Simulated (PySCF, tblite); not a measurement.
# C₃H₁₃FOSi₄: geometry, infrared bands and NMR shifts

Wanted: the infrared bands and NMR shifts of C₃H₁₃FOSi₄ (`F/C(=C/[SiH2]O[SiH3])[SiH2]C[SiH3]`), by calculation.

Computed with tblite 0.8.0 and PySCF 2.14.0, with density-fitted response routines of our own, on a single molecule in the gas phase. Atoms count from 0, in the outputs and in this text.

**1. The molecule as given**

22 atoms, charge 0, multiplicity 1; geometry from: force field or distance geometry start.

Bonds of the start (Å): F0–C1 1.35, C1–C2 1.36, C2–Si3 1.82, Si3–O4 1.64, O4–Si5 1.65, C1–Si6 1.85, Si6–C7 1.85, C7–Si8 1.84, C2–H9 1.08, Si3–H10 1.48, Si3–H11 1.49, Si5–H12 1.48, Si5–H13 1.48, Si5–H14 1.48, Si6–H15 1.50, Si6–H16 1.49, C7–H17 1.08, C7–H18 1.10, Si8–H19 1.49, Si8–H20 1.49, Si8–H21 1.49.

**2. Optimising the geometry with GFN2-xTB**

What the job is given:

```
{"job": {"kind": "relax", "xc": "GFN2-xTB", "basis": "xTB"}, "charge": 0, "multiplicity": 1}
F     -0.858700    -3.449600    -0.841700
C     -0.366700    -2.305200    -0.308700
C      0.928400    -2.369300     0.101900
Si     1.989700    -1.090500     0.854900
O      1.800300     0.386000     0.169000
Si     2.392900     1.919200     0.335200
Si    -1.552300    -0.885900    -0.231100
C     -1.396200     0.166100    -1.740600
Si    -2.487300     1.616600    -1.470100
H      1.437700    -3.308200    -0.035300
H      3.401700    -1.518300     0.729600
H      1.666300    -0.996500     2.306900
H      1.712600     2.816600    -0.618600
H      2.147800     2.396300     1.715200
H      3.853000     1.927200     0.073600
H     -1.275900    -0.098000     1.014100
H     -2.933400    -1.418500    -0.100000
H     -0.367900     0.471900    -1.901800
H     -1.709700    -0.395000    -2.628200
H     -2.042700     2.420100    -0.294300
H     -2.439800     2.513400    -2.655500
H     -3.910200     1.220800    -1.280800
```

Started as:

```bash
> OMP_NUM_THREADS=1 python probes_run.py task.json out
```

The driver reads the jobs from task.json and runs them one after another.

**Question.** This job is followed by: GFN2-xTB harmonic vibrations, gas phase; GIAO PBE0/pcSseg-1 NMR shielding, non-relativistic, gas phase. Predict these results of the whole session: strongest single infrared mode (GFN2-xTB); zero-point energy (GFN2-xTB); 13C shifts against TMS (PBE0/pcSseg-1); 1H shifts against TMS (PBE0/pcSseg-1, means over atoms taken as alike); 19F shifts against CFCl3 (PBE0/pcSseg-1); 29Si shifts against TMS (PBE0/pcSseg-1); 17O shifts against H2O (PBE0/pcSseg-1); surface potential, 1st and 99th percentile.

**Answer**, as computed:

| quantity | value |
| --- | --- |
| strongest single infrared mode (GFN2-xTB) | 2248 cm⁻¹, 937 km/mol |
| zero-point energy (GFN2-xTB) | 85.1 kcal/mol |
| 13C shifts against TMS (PBE0/pcSseg-1) | 189.2, 118.5, -9.1 ppm |
| 1H shifts against TMS (PBE0/pcSseg-1, means over atoms taken as alike) | 5.70, 5.42, 5.12, 4.49, 4.05, 0.31 ppm |
| 19F shifts against CFCl3 (PBE0/pcSseg-1) | -33.9 ppm |
| 29Si shifts against TMS (PBE0/pcSseg-1) | -33.1, -43.1, -46.7, -75.6 ppm |
| 17O shifts against H2O (PBE0/pcSseg-1) | 5.4 ppm |
| surface potential, 1st and 99th percentile | -0.88 V and 1.44 V |

In words: Over 229 steps the energy fell by 0.408 eV; of the close pairs, C7–Si8 changed most, 1.835 to 1.896 Å. The lowest mode is imaginary (21i cm⁻¹), so the xTB geometry is not a minimum. The strongest single mode, at 2248 cm⁻¹, is spread over many atoms; the largest shares are those of H21, H14. Unscaled tight-binding wavenumbers are off by several per cent, some by more. Its intensities can rank the bands wrongly. The most deshielded hydrogen is H9 (hydrogen on an alkene CH), at 5.70 ppm: a vinylic proton, deshielded by the sp2 carbon and the C=C anisotropy. At PBE0/pcSseg-1: Shielding is most anisotropic at F0 (span 241 ppm, paramagnetic term -270 ppm). At PBE0/pcSseg-1, counted by nearest atom on the grid, the HOMO lies on C2 36 %; C1 26 %, the LUMO on C1 31 %; C2 24 %.
